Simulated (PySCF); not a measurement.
# C2H5AlO (SMILES [CH3][Al]1[CH2][O]1) at 4 levels

Aim: a comparison of 4 runs (HF/3-21G, PBE0/def2-SVP, TPSSh/6-311G**, wB97X/6-311G**) of C2H5AlO. Input form: a Python script.

Program for the calculation: PySCF 2.14.0.

1 further run of the same task is left out (it didn't finish).

### 1 Starting point

The species is C2H5AlO (9 atoms), meant as a singlet with charge 0. SMILES: `[CH3][Al]1[CH2][O]1`. The coordinates come from a PBE0-D4/def2-TZVP relaxation.

Bond lengths: C1–Al2 1.934 Å, Al2–C3 1.883 Å, Al2–O4 1.707 Å, C3–O4 1.488 Å, C1–H5 1.093 Å, C1–H6 1.091 Å, C1–H7 1.094 Å, C3–H8 1.091 Å, C3–H9 1.091 Å. Some angles: C1–Al2–C3 171.7°, C1–Al2–O4 139.6°, C3–Al2–O4 48.7°, Al2–C3–O4 59.5°, Al2–O4–C3 71.8°, Al2–C1–H5 110.3°, Al2–C1–H6 112.2°, Al2–C1–H7 110.1°, Al2–C3–H8 123.8°, Al2–C3–H9 123.8°.

### 2 Energy and forces at HF/3-21G (run 1)

Input file job.py:

```python
from pyscf import gto

mol = gto.Mole()
mol.atom = '''
C     -0.670900     1.320200    -1.081500
Al     0.051300    -0.076700     0.044200
C      0.678700    -1.280200     1.349300
O      0.789300    -1.609500    -0.097900
H      0.039700     1.575000    -1.872100
H     -0.900200     2.226000    -0.517500
H     -1.591200     0.976800    -1.562100
H      0.038500    -1.980500     1.887700
H      1.653200    -1.197400     1.832800
'''
mol.max_memory = 1860
mol.charge = 0
mol.verbose = 4
mol.basis = '3-21g'
mol.build()

calc0 = mol.RHF()
calc0.conv_tol = 1e-10
calc0.kernel()
if not calc0.converged:
    calc0 = calc0.newton().run(calc0.mo_coeff, calc0.mo_occ)

e_final = calc0.e_tot
print(f'total energy: {e_final:.8f} hartree')
grad = calc0.nuc_grad_method().kernel()
dip = calc0.dip_moment()
pop, q = calc0.mulliken_pop()
```

On the command line:

```sh
$ OMP_NUM_THREADS=1 python job.py
```

The log of the run:

```text
PySCF version 2.14.0

[... 65 lines left out ...]
converged SCF energy = -393.223412394175
total energy: -393.22341239 hartree
[... 11 lines left out ...]
Dipole moment(X, Y, Z, Debye): -1.76622,  3.63421,  0.05684
[... 60 lines left out ...]
charge of    8H =      0.18569
```

Run time: 3.9 s. Hardware: 1 thread of Intel Xeon at 2.50GHz (Skylake/Cascade Lake), shared host; peak memory 0.12 GiB.

### 3 Energy and forces at PBE0/def2-SVP (run 2)

Input file input.py:

```python
import pyscf.grad
from pyscf import gto, dft

mol = gto.M(
    atom='''
C   -0.670900   1.320200  -1.081500
Al   0.051300  -0.076700   0.044200
C    0.678700  -1.280200   1.349300
O    0.789300  -1.609500  -0.097900
H    0.039700   1.575000  -1.872100
H   -0.900200   2.226000  -0.517500
H   -1.591200   0.976800  -1.562100
H    0.038500  -1.980500   1.887700
H    1.653200  -1.197400   1.832800
''',
    spin=0,
    basis='def2-svp',
    charge=0,
    verbose=4,
    max_memory=1860,
)

mf = dft.RKS(mol, xc='pbe0')
mf.grids.level = 5
mf.conv_tol = 1e-10
mf.kernel()
if not mf.converged:
    mf = mf.newton().run(mf.mo_coeff, mf.mo_occ)

e_final = mf.e_tot
print('E = %.10f Eh' % e_final)
grad = mf.Gradients().kernel()
dip = mf.dip_moment()
pop, q = mf.mulliken_pop()
```

On the command line:

```sh
$ OMP_NUM_THREADS=1 python input.py
```

The log of the run:

```text
PySCF version 2.14.0

[... 78 lines left out ...]
converged SCF energy = -396.361671002746
[... 13 lines left out ...]
Dipole moment(X, Y, Z, Debye): -1.41584,  2.89207, -0.28162
[... 95 lines left out ...]
charge of    8H =      0.05847
```

Run time: 52 s. Hardware: 1 thread of Intel Xeon at 2.50GHz (Skylake/Cascade Lake), shared host; peak memory 0.86 GiB.

Run 3 isn't shown in full; the table further down has it.

### 4 Energy and forces at wB97X/6-311G(d,p) (run 4)

Input file calc.py:

```python
import pyscf.grad
from pyscf import gto, dft

mol = gto.Mole()
mol.atom = '''
C     -1.267817     2.494816    -2.043739
Al     0.096943    -0.144942     0.083526
C      1.282557    -2.419227     2.549807
O      1.491561    -3.041514    -0.185004
H      0.075022     2.976319    -3.537756
H     -1.701131     4.206530    -0.977933
H     -3.006932     1.845884    -2.951941
H      0.072754    -3.742603     3.567236
H      3.124095    -2.262758     3.463490
'''
mol.basis = '6-311g**'
mol.max_memory = 1860
mol.unit = 'bohr'
mol.verbose = 4
mol.spin = 0
mol.build()

calc0 = dft.RKS(mol, xc='wb97x')
calc0.conv_tol = 1e-10
calc0.grids.level = 5
calc0.kernel()
if not calc0.converged:
    calc0 = calc0.newton().run(calc0.mo_coeff, calc0.mo_occ)

etot = calc0.e_tot
print('E = %.10f Eh' % etot)
grad = calc0.Gradients().kernel()
calc0.analyze()
```

On the command line:

```sh
$ OMP_NUM_THREADS=1 python calc.py
```

The log of the run:

```text
PySCF version 2.14.0

[... 98 lines left out ...]
Two-electron Energy =                  293.811802894349626
[... 15 lines left out ...]
MO #12  energy= -0.531184057493507 occ= 2
[... 13 lines left out ...]
MO #26  energy= 0.189337624767495  occ= 0
[... 13 lines left out ...]
MO #40  energy= 0.628740806570644  occ= 0
[... 13 lines left out ...]
MO #54  energy= 0.995097769093944  occ= 0
[... 13 lines left out ...]
MO #68  energy= 1.74645137631685   occ= 0
[... 13 lines left out ...]
MO #82  energy= 2.53920496843852   occ= 0
[... 13 lines left out ...]
MO #96  energy= 3.84119684926512   occ= 0
[... 13 lines left out ...]
MO #110 energy= 120.473957665696   occ= 0
[... 122 lines left out ...]
Dipole moment(X, Y, Z, Debye): -1.48738,  3.05024, -0.13482
```

Run time: 1.9 min. Hardware: 1 thread of Intel Xeon at 2.50GHz (Skylake/Cascade Lake), shared host; peak memory 1.1 GiB.

### 5 The series

| run | level | integration grid | energy (Eh) | dipole moment (D) | HOMO energy (eV) | LUMO energy (eV) | wall time |
| --- | --- | --- | --- | --- | --- | --- | --- |
| 1 | HF/3-21G | – | -393.223412 | 4.04 | -8.94 | 2.37 | 3.9 s |
| 2 | PBE0/def2-SVP | 5 | -396.361671 | 3.23 | -6.14 | -0.47 | 52 s |
| 3 | TPSSh/6-311G** | 5 | -396.917448 | 3.14 | -5.48 | -0.83 | 1.9 min |
| 4 | wB97X/6-311G** | 5 | -396.846192 | 3.40 | -8.48 | 1.41 | 1.9 min |

### 6 What came out

| quantity | value |
| --- | --- |
| run 4: total energy | -396.84619 Eh |
| run 4: dipole moment | 3.40 D |
| run 4: HOMO energy | -8.48 eV |
| run 4: LUMO energy | 1.41 eV |
| run 4: HOMO–LUMO gap | 9.90 eV |
| run 4: largest force on an atom | 0.366 eV/Å |

In words: The dipole moment (its size) runs from 3.14 D (TPSSh/6-311G**) to 4.04 D (HF/3-21G). The two ends differ in method and basis. The HOMO–LUMO gap runs from 4.64 eV (TPSSh/6-311G**) to 11.31 eV (HF/3-21G). Totals of different functionals can't be ranked against each other. All runs together took 4.8 min, the longest 1.9 min.
